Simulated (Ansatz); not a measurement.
# KAl4: the cost of one run

Method: DFT PBE, scalar-relativistic, plane waves, PAW, in Ansatz 0.2.0.

## Step 1: The structure to begin with

Symmetry: P6/mmm, No. 191, hexagonal system. The conventional cell has a = 4.486 Å, b = 4.486 Å, c = 5.930 Å, α = 90.00°, β = 90.00°, γ = 120.00°. K (site symmetry 6/mmm) has 6 Al at 2.59 Å as nearest neighbours. Al (site symmetry -6m2) has 5 Al at 2.59 to 2.96 Å and 3 K at 2.59 Å as nearest neighbours. Al (site symmetry -6m2) has 5 Al at 2.59 to 2.96 Å as nearest neighbours.

As a file:

```xyz
5
Lattice="4.4859 0.0000 0.0000 -2.2429 3.8849 0.0000 0.0000 0.0000 5.9295" Properties=species:S:1:pos:R:3 pbc="T T T"
K     0.0000    0.0000    0.0000
Al    0.0000    2.5899    0.0000
Al    2.2429    1.2950    0.0000
Al    0.0000    2.5899    2.9648
Al    2.2429    1.2950    2.9648
```

A structure generator made this guess: random cell by space group and Wyckoff sites (P6/mmm, No. 191). Its size is a rough estimate.

## Step 2: The guess as it stands, on a coarse mesh

Input file input.yaml:

```yaml
crystal:
  lattice:
    - [4.48589397, 0.0, 0.0]
    - [-2.24294698, 3.88489813, 0.0]
    - [0.0, 0.0, 5.92954439]
  atoms:
    - { symbol: K, position: [0.0, 0.0, 0.0] }
    - { symbol: Al, position: [0.33333333, 0.66666667, 0.0] }
    - { symbol: Al, position: [0.66666667, 0.33333333, 0.0] }
    - { symbol: Al, position: [0.33333333, 0.66666667, 0.5] }
    - { symbol: Al, position: [0.66666667, 0.33333333, 0.5] }
basis:
  ecutwfc: 420
kpoints:
  mp_grid: { grid: [6, 6, 4] }
hamiltonian:
  xc: pbe
scf:
  occupations: { method: gaussian, width: 0.1 }
  lower_state_search: "off"
output:
  forces: true
  stress: true
  eigenvalues: true
```

Command:

```console
> ansatz run input.yaml --threads 1 --pin off --max-ram 2048MiB --backend cpu --events-out ev --progress --plain --runs-dir out
```

**Question.** How long does this run take on 1 thread of Intel Xeon 6975P-C (Granite Rapids), shared host, and how much memory does it need?

About 2.2 s, with a peak of 0.4 GiB.
